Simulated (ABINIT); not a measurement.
# FeCu (Cmmm) in ABINIT: single point with PBE

Aim: the single point of FeCu with PBE.

Everything below comes from runs of ABINIT 10.8.3 (patched build). Logs are shortened: lines on timing, memory, paths and dates and some standing lists are left out, and cuts for length are marked. The log counts tension as positive stress, the text compression.

## Step 1: Starting point

It takes space group Cmmm (No. 65, orthorhombic). The conventional cell has a = 2.877 Å, b = 3.976 Å, c = 4.138 Å, α = 90.00°, β = 90.00°, γ = 90.00°. Cu (site symmetry mmm) has 4 Cu at 2.45 Å and 4 Fe at 2.52 Å as nearest neighbours. Fe (site symmetry mmm) is surrounded by 4 Fe at 2.45 Å and 4 Cu at 2.52 Å.

The cell comes from a database or a generator and needn't be the stable form of this composition.

## Step 2: Single point, PBE, collinear spin, ferromagnetic start

Input file run.abi:

```
# Pseudopotentials
pp_dirpath "./"
pseudos "Cu.GGA_PBE-JTH.xml, Fe.GGA_PBE-JTH.xml"

# Structure
acell 3*1.0
rprim
     2.7179401727    -3.7566508138     0.0000000000
     2.7179401727     3.7566508138     0.0000000000
     0.0000000000     0.0000000000     7.8199418167
ntypat 2
znucl 29 26
natom 2
typat 1 2
xred
     0.5000000000     0.5000000000     0.5000000000
     0.0000000000     0.0000000000     0.0000000000
chkprim 0
chksymtnons 0
tolsym 1.0e-6

# Plane-wave basis
ecut 26.0
pawecutdg 48.0
pawxcdev 0

# k points
kptopt 1
ngkpt 11 11 7
nshiftk 1
shiftk 0.0 0.0 0.0

# Exchange and correlation
ixc 11

# Bands and occupations
nband 23
occopt 3
tsmear 0.00183747

# Spin
nsppol 2
spinat
     0.0000000000     0.0000000000     1.5000000000
     0.0000000000     0.0000000000     5.0000000000

# SCF cycle
nstep 100
tolvrs 1.0e-9

# Output
iomode 3
prtwf 0
prtden 0
prteig 0
prtebands 0
enunit 2
```

Potentials or basis: JTH PAW PBE v2.0.

Run with:

```
> abinit run.abi > log 2>&1
```

run.abo:

```text
.Version 10.8.3 of ABINIT
 Symmetries : space group Cm m m (# 65); Bravais oC (1-face-center ortho.)
================================================================================
 Values of the parameters that define the memory need of the present run
     intxc =       0    ionmov =       0      iscf =      17    lmnmax =      18
     lnmax =       6     mgfft =      36  mpssoang =       3    mqgrid =    3001
     natom =       2  nloc_mem =       2    nspden =       2   nspinor =       1
    nsppol =       2      nsym =       8    n1xccc =       1    ntypat =       2
    occopt =       3   xclevel =       2
       mpw =        1032          nfft =       20736          nkpt =         144
 PAW method is used; the additional fine FFT grid is defined by:
   mgfftf=        50    nfftf =     45000
================================================================================
================================================================================

--------------------------------------------------------------------------------
------------- Echo of variables that govern the present computation ------------
--------------------------------------------------------------------------------
 -outvars: echo values of preprocessed input variables --------
            acell      1.0000000000E+00  1.0000000000E+00  1.0000000000E+00 Bohr
              amu      6.35460000E+01  5.58470000E+01
          chkprim           0
      chksymtnons           0
             ecut      2.60000000E+01 Hartree
           enunit           2
                       outvar_i_n : Printing only first  50 k-points.
              ixc          11
                       outvar_i_n : Printing only first  50 k-points.
         kptrlatt       11    0    0      0   11    0      0    0    7
          kptrlen      5.10044559E+01
            natom           2
            nband          23
            ngfft          24      24      36
          ngfftdg          30      30      50
             nkpt         144
           nspden           2
           nsppol           2
            nstep         100
             nsym           8
           ntypat           2
                       prtocc : prtvol=0, do not print more k-points.
                       1.000000  1.000000  1.000000  1.000000  1.000000  1.000000
                       1.000000  1.000000  1.000000  1.000000  1.000000  1.000000
                       1.000000  1.000000  1.000000  1.000000  1.000000  1.000000
                       0.000000  0.000000  0.000000  0.000000  0.000000
                       1.000000  1.000000  1.000000  1.000000  1.000000  1.000000
                       1.000000  1.000000  1.000000  1.000000  1.000000  1.000000
                       1.000000  1.000000  1.000000  1.000000  1.000000  1.000000
                       0.000000  0.000000  0.000000  0.000000  0.000000
                       1.000000  1.000000  1.000000  1.000000  1.000000  1.000000
                       1.000000  1.000000  1.000000  1.000000  1.000000  1.000000
                       1.000000  1.000000  1.000000  1.000000  1.000000  1.000000
                       0.000000  0.000000  0.000000  0.000000  0.000000
                       1.000000  1.000000  1.000000  1.000000  1.000000  1.000000
                       1.000000  1.000000  1.000000  1.000000  1.000000  1.000000
                       1.000000  1.000000  1.000000  1.000000  1.000000  1.000000
                       0.000000  0.000000  0.000000  0.000000  0.000000
                       1.000000  1.000000  1.000000  1.000000  1.000000  1.000000
[... 168 lines left out ...]
                       1.000000  1.000000  1.000000  1.000000  1.000000  1.000000
                       1.000000  1.000000  1.000000  1.000000  1.000000  1.000000
                       0.000000  0.000000  0.000000  0.000000  0.000000
                       1.000000  1.000000  1.000000  1.000000  1.000000  1.000000
                       1.000000  1.000000  1.000000  1.000000  1.000000  1.000000
                       1.000000  1.000000  1.000000  1.000000  1.000000  1.000000
                       0.000000  0.000000  0.000000  0.000000  0.000000
                       1.000000  1.000000  1.000000  1.000000  1.000000  1.000000
                       1.000000  1.000000  1.000000  1.000000  1.000000  1.000000
                       1.000000  1.000000  1.000000  1.000000  1.000000  1.000000
                       0.000000  0.000000  0.000000  0.000000  0.000000
                       1.000000  1.000000  1.000000  1.000000  1.000000  1.000000
                       1.000000  1.000000  1.000000  1.000000  1.000000  1.000000
                       1.000000  1.000000  1.000000  1.000000  1.000000  1.000000
                       0.000000  0.000000  0.000000  0.000000  0.000000
                       prtocc : prtvol=0, do not print more k-points.
           occopt           3
        pawecutdg      4.80000000E+01 Hartree
         pawxcdev           0
           prtden           0
        prtebands           0
           prteig           0
            prtwf           0
            rprim      2.7179401727E+00 -3.7566508138E+00  0.0000000000E+00
                       2.7179401727E+00  3.7566508138E+00  0.0000000000E+00
                       0.0000000000E+00  0.0000000000E+00  7.8199418167E+00
          spgroup          65
           spinat      0.0000000000E+00  0.0000000000E+00  1.5000000000E+00
                       0.0000000000E+00  0.0000000000E+00  5.0000000000E+00
           tolsym      1.00000000E-06
           tolvrs      1.00000000E-09
           tsmear      1.83747000E-03 Hartree
            typat      1  2
           useylm           1
                       outvars : Printing only first  50 k-points.
           xangst      1.4382719990E+00  0.0000000000E+00  2.0690674986E+00
                       0.0000000000E+00  0.0000000000E+00  0.0000000000E+00
            xcart      2.7179401727E+00  0.0000000000E+00  3.9099709084E+00
                       0.0000000000E+00  0.0000000000E+00  0.0000000000E+00
             xred      5.0000000000E-01  5.0000000000E-01  5.0000000000E-01
[... 126 lines left out ...]
...

 Integrated electronic and magnetization densities in atomic spheres:
 ------------------------------------------------------------------------------------------------------------
 Radius=ratsph(iatom), smearing ratsm=  0.0000. Diff(up-dn)=approximate z local magnetic moment.
    Atom    Radius    up_density   dn_density  Total(up+dn)  Diff(up-dn)
    1 Cu   2.00090     8.741067     8.644341     17.385407     0.096726
    2 Fe   2.11532     8.435828     5.910212     14.346039     2.525616
 ------------------------------------------------------------------------------------------------------------
  Sum:                17.176894    14.554552     31.731446     2.622342
 Total magnetization (from the atomic spheres):                2.622342
 Total magnetization (exact up - dn):                          2.566349

================================================================================

 ----iterations are completed or convergence reached----

 Mean square residual over all n,k,spin=   17.658E-10; max=  76.268E-07
 reduced coordinates (array xred) for    2 atoms
       0.500000000000      0.500000000000      0.500000000000
       0.000000000000      0.000000000000      0.000000000000
 rms dE/dt=  0.0000E+00; max dE/dt=  0.0000E+00; dE/dt below (all hartree)
    1       0.000000000000      0.000000000000      0.000000000000
    2       0.000000000000      0.000000000000      0.000000000000

 cartesian coordinates (angstrom) at end:
    1      1.43827199901486     0.00000000000000     2.06906749858884
    2      0.00000000000000     0.00000000000000     0.00000000000000

 cartesian forces (hartree/bohr) at end:
    1     -0.00000000000000    -0.00000000000000    -0.00000000000000
    2     -0.00000000000000    -0.00000000000000    -0.00000000000000
 frms,max,avg= 0.0000000E+00 0.0000000E+00   0.000E+00  0.000E+00  0.000E+00 h/b

 cartesian forces (eV/Angstrom) at end:
    1     -0.00000000000000    -0.00000000000000    -0.00000000000000
    2     -0.00000000000000    -0.00000000000000    -0.00000000000000
 frms,max,avg= 0.0000000E+00 0.0000000E+00   0.000E+00  0.000E+00  0.000E+00 e/A
 length scales=  1.000000000000  1.000000000000  1.000000000000 bohr
              =  0.529177210544  0.529177210544  0.529177210544 angstroms
 Fermi (or HOMO) energy (hartree) =   0.29639   Average Vxc (hartree)=  -0.45132
 Magnetization (Bohr magneton)=  2.56635317E+00
 Total spin up =  1.87831766E+01   Total spin down =  1.62168234E+01
 Eigenvalues (hartree) for nkpt= 144  k points, SPIN UP:
 kpt#   1, nband= 23, wtk=  0.00118, kpt=  0.0000  0.0000  0.0000 (reduced coord)
  -3.85370   -2.95163   -2.28815   -2.28482   -2.28313   -1.71008   -1.69653   -1.69166
  -0.03727    0.10593    0.15224    0.18371    0.18466    0.19027    0.21319    0.21476
   0.24797    0.24849    0.26337    0.27070    0.48057    0.94840    0.97375
      occupation numbers for kpt#   1
   1.00000    1.00000    1.00000    1.00000    1.00000    1.00000    1.00000    1.00000
   1.00000    1.00000    1.00000    1.00000    1.00000    1.00000    1.00000    1.00000
   1.00000    1.00000    1.00000    1.00000    0.00000    0.00000    0.00000
 prteigrs : prtvol=0 or 1, do not print more k-points.

 Eigenvalues (hartree) for nkpt= 144  k points, SPIN DOWN:
 kpt#   1, nband= 23, wtk=  0.00118, kpt=  0.0000  0.0000  0.0000 (reduced coord)
  -3.84750   -2.84410   -2.28085   -2.27936   -2.27795   -1.59953   -1.59242   -1.59061
  -0.03486    0.12321    0.15889    0.20130    0.20800    0.21853    0.24345    0.25341
   0.27379    0.35057    0.35147    0.35960    0.51684    0.94863    0.98319
      occupation numbers for kpt#   1
   1.00000    1.00000    1.00000    1.00000    1.00000    1.00000    1.00000    1.00000
   1.00000    1.00000    1.00000    1.00000    1.00000    1.00000    1.00000    1.00000
   1.00000    0.00000    0.00000    0.00000    0.00000    0.00000    0.00000
 prteigrs : prtvol=0 or 1, do not print more k-points.

 Fermi (or HOMO) energy (eV) =   8.06526   Average Vxc (eV)= -12.28107
 Eigenvalues (   eV  ) for nkpt= 144  k points, SPIN UP:
 kpt#   1, nband= 23, wtk=  0.00118, kpt=  0.0000  0.0000  0.0000 (reduced coord)
-104.86441  -80.31794  -62.26369  -62.17312  -62.12724  -46.53367  -46.16505  -46.03248
  -1.01412    2.88261    4.14266    4.99892    5.02476    5.17759    5.80113    5.84379
   6.74754    6.76166    7.16664    7.36611   13.07708   25.80731   26.49722
 prteigrs : prtvol=0 or 1, do not print more k-points.

 Eigenvalues (   eV  ) for nkpt= 144  k points, SPIN DOWN:
 kpt#   1, nband= 23, wtk=  0.00118, kpt=  0.0000  0.0000  0.0000 (reduced coord)
-104.69577  -77.39188  -62.06521  -62.02457  -61.98622  -43.52548  -43.33200  -43.28259
  -0.94856    3.35269    4.32366    5.47778    5.65998    5.94638    6.62465    6.89560
   7.45031    9.53952    9.56398    9.78518   14.06387   25.81341   26.75409
 prteigrs : prtvol=0 or 1, do not print more k-points.

--- !EnergyTerms
iteration_state     : {dtset: 1, }
comment             : Components of total free energy in Hartree
kinetic             :  2.31300189513378E+01
hartree             :  6.63774181834380E+01
xc                  : -6.15733185673919E+00
Ewald energy        : -2.05977907685960E+02
psp_core            :  1.49679046134295E+01
local_psp           : -1.71178366330139E+02
PAW spherical_terms : -4.35542391971921E+01
internal            : -3.22392503321825E+02
'-kT*entropy'       : -5.12898046233396E-04
total_energy        : -3.22393016219871E+02
total_energy_eV     : -8.77276088736573E+03
...

--- !EnergyTermsDC
iteration_state     : {dtset: 1, }
comment             : '"Double-counting" decomposition of free energy'
band_energy         : -3.34742699980152E+01
Ewald energy        : -2.05977907685960E+02
psp_core            :  1.49679046134295E+01
xc_dc               : -6.45478996753680E+01
PAW spherical_terms : -3.33603288382934E+01
internal            : -3.22392501584207E+02
'-kT*entropy'       : -5.12898046233396E-04
total_energy_dc     : -3.22393014482253E+02
total_energy_dc_eV  : -8.77276084008274E+03
...

--- !EnergyTermsWithPAWCore
iteration_state     : {dtset: 1, }
comment             : 'Components of total free energy, including PAW core contributions'
Total energy        : -2.92775926529342E+03
Total energy DC     : -2.92775926355580E+03
Total energy (eV)   : -7.96683882031489E+04
Total energy DC (eV): -7.96683881558658E+04
...

 Cartesian components of stress tensor (hartree/bohr^3)
  sigma(1 1)= -3.53216431E-05  sigma(3 2)=  0.00000000E+00
  sigma(2 2)=  1.16705429E-05  sigma(3 1)=  0.00000000E+00
  sigma(3 3)= -4.10397047E-05  sigma(2 1)=  0.00000000E+00

-Cartesian components of stress tensor (GPa)         [Pressure=  6.3442E-01 GPa]
- sigma(1 1)= -1.03919862E+00  sigma(3 2)=  0.00000000E+00
- sigma(2 2)=  3.43359226E-01  sigma(3 1)=  0.00000000E+00
- sigma(3 3)= -1.20742980E+00  sigma(2 1)=  0.00000000E+00

== END DATASET(S) ==============================================================
================================================================================

 -outvars: echo values of variables after computation  --------
            acell      1.0000000000E+00  1.0000000000E+00  1.0000000000E+00 Bohr
           etotal     -3.2239301448E+02
            fcart     -0.0000000000E+00 -0.0000000000E+00 -0.0000000000E+00
                      -0.0000000000E+00 -0.0000000000E+00 -0.0000000000E+00
            rprim      2.7179401727E+00 -3.7566508138E+00  0.0000000000E+00
                       2.7179401727E+00  3.7566508138E+00  0.0000000000E+00
                       0.0000000000E+00  0.0000000000E+00  7.8199418167E+00
           strten     -3.5321643102E-05  1.1670542866E-05 -4.1039704687E-05
                       0.0000000000E+00  0.0000000000E+00  0.0000000000E+00
           xangst      1.4382719990E+00  0.0000000000E+00  2.0690674986E+00
                       0.0000000000E+00  0.0000000000E+00  0.0000000000E+00
             xred      5.0000000000E-01  5.0000000000E-01  5.0000000000E-01
                       0.0000000000E+00  0.0000000000E+00  0.0000000000E+00
 Calculation completed.
```

Run time: 5.6 min. Hardware: 1 thread of Arm Neoverse V2, shared host; peak memory 0.26 GiB.

Results:

| Property | Result |
| --- | --- |
| Free energy | -8772.7608 eV |
| Pressure | 0.6 GPa |
| Band gap on the k mesh | none (metal or under the smearing width) |
| Net moment | 2.57 μB per cell |
| Site moments | Cu +0.10; Fe +2.53 μB |
| Valence electrons inside the program's atomic spheres | Cu 17.39; Fe 14.35 |

Caveat: small starting moments can end in a higher magnetic state in this program.
